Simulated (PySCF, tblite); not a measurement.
# Si3NH9+ (doublet): infrared bands and EPR parameters

Aim: predict the infrared bands and EPR parameters of Si3NH9+ (doublet) (`[SiH3][N+]([SiH3])[SiH3]`).

Programs: tblite 0.8.0 and PySCF 2.14.0, with density-fitted response routines of our own. Each step states its level of theory. These are calculated values for one molecule in the gas phase, unless marked as measured. Atoms count from 0, in the outputs and in this text.

## (1) The molecule as given

13 atoms, charge 1, multiplicity 2; geometry from: GFN2-xTB.

Bonds of the start (Å): Si0–N1 1.78, N1–Si2 1.78, N1–Si3 1.78, Si0–H4 1.47, Si0–H5 1.46, Si0–H6 1.46, Si2–H7 1.47, Si2–H8 1.47, Si2–H9 1.46, Si3–H10 1.46, Si3–H11 1.47, Si3–H12 1.46.

## (2) Vibrational analysis with GFN2-xTB

Job settings and geometry (Å):

```
{"job": {"kind": "ir", "xc": "GFN2-xTB", "basis": "xTB"}, "charge": 1, "multiplicity": 2}
Si    -0.681077    -1.636616     0.091977
N     -0.000249     0.001751    -0.002435
Si     1.757784     0.238821     0.099785
Si    -1.078419     1.400148    -0.196793
H     -1.370204    -1.609777     1.388397
H      0.435025    -2.568511     0.017433
H     -1.640403    -1.694891    -1.012557
H      2.112577    -0.400715     1.371217
H      2.270252    -0.532776    -1.036648
H      1.997722     1.673185     0.038460
H     -2.443261     0.904687    -0.083683
H     -0.715709     1.887725    -1.534946
H     -0.648427     2.337456     0.842067
```

The log of the run:

```text
mode    cm-1     km/mol
  1      52.8      0.32
  2      60.5      0.22
  3     124.4      6.18
  4     207.6      0.19
  5     210.1      0.34
  6     256.3      4.31
  7     443.4      0.01
  8     472.8      3.06
  9     474.9      3.15
 10     520.9      2.49
 11     521.5     46.42
 12     525.1     48.29
 13     558.7    191.14
 14     655.9     65.45
 15     658.6     64.59
 16     670.9      2.51
 17     676.9      1.84
 18     687.7      0.60
 19     692.8     75.50
 20     743.0    290.96
 21     744.2    311.17
 22     767.7      1.58
 23     831.9     18.28
 24     832.6     25.02
 25    2167.7     97.56
 26    2178.8     74.57
 27    2192.8     64.72
 28    2208.6     92.27
 29    2225.6     88.46
 30    2229.9     32.34
 31    2316.7     14.08
 32    2329.2    194.52
 33    2334.4    206.46
```

The strongest bands and the atoms that carry them (share of the mass-weighted mode):

| cm⁻¹ | km/mol | atoms |
| --- | --- | --- |
| 559 | 191.1 | N1 23 %, H11 12 %, H4 12 % |
| 743 | 291.0 | H9 21 %, H8 18 %, H7 14 %, H12 13 % |
| 744 | 311.2 | H6 25 %, H5 22 %, H4 12 %, H10 11 % |
| 2168 | 97.6 | H11 94 % |
| 2209 | 92.3 | H8 68 %, H7 25 % |
| 2226 | 88.5 | H6 84 % |
| 2329 | 194.5 | H5 52 %, H10 36 % |
| 2334 | 206.5 | H9 73 %, H5 20 % |

## (3) EPR parameters: B3LYP/pcH-1

Same as in step 2 but for these lines:

```diff
@@ -1,2 +1,2 @@
-{"job": {"kind": "ir", "xc": "GFN2-xTB", "basis": "xTB"}, "charge": 1, "multiplicity": 2}
+{"job": {"kind": "epr", "basis": "pcH-1"}, "charge": 1, "multiplicity": 2}
 Si    -0.681077    -1.636616     0.091977
```

With the program's defaults for keys left out, this is: UKS B3LYP, pcH-1 on H N Si, non-relativistic, mean-field spin-orbit, GIAO.

The log of the run:

```text
UKS, coarse grid
  cycle   1  E = -928.38237265  |g| = 2.48e-01
  cycle   2  E = -928.39004051  |g| = 2.15e-01
  cycle   3  E = -928.40227351  |g| = 7.85e-02
  cycle   4  E = -928.40513090  |g| = 2.70e-02
  cycle   5  E = -928.40551724  |g| = 3.01e-03
  cycle   6  E = -928.40552907  |g| = 7.89e-04
  cycle   7  E = -928.40553030  |g| = 1.86e-04
UKS, final grid
  cycle   1  E = -928.40551941  |g| = 2.10e-04
  cycle   2  E = -928.40551936  |g| = 4.07e-04
  cycle   3  E = -928.40551944  |g| = 2.30e-05
  cycle   4  E = -928.40551944  |g| = 1.22e-05
E = -928.40551944 Eh   <S^2> = 0.7553 (exact 0.7500)
g shifts (ppm)      1          2          3
  rmc          -174       -174       -174
  gc             -0         49         49
  oz_so           4       4291       4303
  total        -170       4167       4178
hyperfine (MHz)  atom isotope    a_iso     a_fc   dipolar eigenvalues
    0  29Si      43.73      43.83     -1.75      0.13      1.61
    1   14N      27.01      26.86    -34.37    -34.36     68.73
    2  29Si      43.67      43.78     -1.65      0.05      1.61
    3  29Si      44.19      44.30     -1.78      0.15      1.63
    4    1H     149.57     149.57     -3.89     -0.74      4.63
    5    1H      -0.14      -0.14     -2.85     -2.13      4.98
    6    1H      95.83      95.83     -3.54     -1.36      4.91
    7    1H     125.82     125.82     -3.77     -1.01      4.77
    8    1H     121.70     121.70     -3.68     -1.08      4.76
    9    1H      -3.93      -3.93     -2.83     -2.18      5.01
   10    1H      -0.01      -0.01     -2.86     -2.13      4.99
   11    1H     151.56     151.56     -3.94     -0.73      4.66
   12    1H      96.83      96.83     -3.53     -1.35      4.88
```

It took 41 s on 1 thread, shared host.

Principal g values 2.00215, 2.00649, 2.00650; g(iso) = 2.00504, against 2.00232 for a free electron.

Mean a(iso) over the nuclei that a row names, and the largest dipolar term of the row (other rows stand at the frozen geometry):

| nuclei | isotope | a(iso) (MHz) | a(iso) (G, at g = 2.0023) | largest dipolar term (MHz) |
| --- | --- | --- | --- | --- |
| H4, H5, H6, H7, H8 and 4 more | 1H | 81.9 | 29.2 | 5.0 |
| Si0, Si2, Si3 | 29Si | 43.9 | 15.7 | -1.8 |
| N1 | 14N | 27.0 | 9.6 | 68.7 |

Mulliken spin populations:

Si0 -0.04; N1 0.76; Si2 -0.05; Si3 -0.05; H4 0.08; H5 0.00; H6 0.05; H7 0.06; H8 0.06; H9 0.00; H10 0.00; H11 0.08; H12 0.05

In first order the couplings over 0.8 MHz of 1H, 14N give 30 distinct lines over 282.3 G, if the averaged nuclei exchange fast.

## (4) Results

```
                                 quantity                                          value
strongest single infrared mode (GFN2-xTB)                           744 cm⁻¹, 311 km/mol
             zero-point energy (GFN2-xTB)                                  46.6 kcal/mol
                           g(iso) (B3LYP)                                        2.00504
                                     ⟨S²⟩                             0.755 (exact 0.75)
       largest a(iso) (averaged by class)  1H on H4, H5, H6, H7, H8 and 4 more, 81.9 MHz
```

No mode is imaginary among the 33: a minimum at this level. Unscaled tight-binding wavenumbers are off by several per cent, some by more. Its intensities can rank the bands wrongly. N1 carries the largest spin population, 0.76 e. The isotropic g lies 2.7 ppt above the free-electron value.
